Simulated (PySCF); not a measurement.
# LaN: bond curves at several levels of theory

An exercise on one series of results from a longer session: the logs are not shown, and one member is left open.

Computed with PySCF 2.14.0. Level: La x2c-TZVPPall, N x2c-TZVPPall, spin-free X2C with a Gaussian nucleus.

Set-up of the first run:

The job is set up so:

* atoms: La, N
* charge: 0
* basis: La x2c-TZVPPall, N x2c-TZVPPall
* Hamiltonian: spin-free X2C with a Gaussian nucleus
* basis functions: 128
* electrons treated: 64
* masses in u: 138.9063, 14.0031
* levels: PBE0, PBE, r²SCAN, PW91, PBEsol, B97-3, M06, LC-ωPBE, HF, MP2, SCS-MP2, CCSD, CCSD(T)
* grid: 80 radial by 434 angular points
* occupations: held fixed by the projection of orbital angular momentum
* dissociation limit: La + N, each in its ground configuration
* starting distance in angstrom: 2.070
* values of 2S to try: 0, 2, 4

Run with:

```console
$ OMP_NUM_THREADS=2 python dia.py task.json out
```

Steps of the session up to this table: Input; First curve: PBE0; Higher solutions at PBE0; PBE (GGA); r²SCAN; PW91 (GGA); PBEsol (GGA); B97-3 (global hybrid GGA); M06 (hybrid meta-GGA); LC-ωPBE; RHF (mean field); MP2 and coupled cluster.

One table of the session follows, with a row left open; its other results are not shown here.

| level | Re (Å) | ωe (cm⁻¹) | De (eV) |
| --- | --- | --- | --- |
| RHF | 1.777 | 980 | 1.17 |
| RHF-MP2 | 1.891 | 714 | 6.18 |
| RHF-SCS-MP2 | 1.879 | 742 | 5.93 |
| RHF-CCSD | 1.819 | 885 | 4.70 |
| RHF-CCSD(T) | 1.841 | 831 | 5.16 |
| PBE | 1.821 | 858 | 6.34 |
| PBEsol | 1.812 | 873 | 6.68 |
| PW91 | 1.821 | 858 | 6.32 |
| r²SCAN | 1.812 | 875 | 5.56 |
| PBE0 | ? | ? | ? |
| B97-3 | 1.803 | 908 | 5.65 |
| M06 | 1.794 | 919 | 5.61 |
| LC-ωPBE | 1.766 | 992 | 5.94 |

**Question.** Estimate the row for PBE0.

The run gave: Re (Å): 1.796; ωe (cm⁻¹): 914; De (eV): 5.66. In the column «Re (Å)» it lies between M06 (1.794) and B97-3 (1.803).
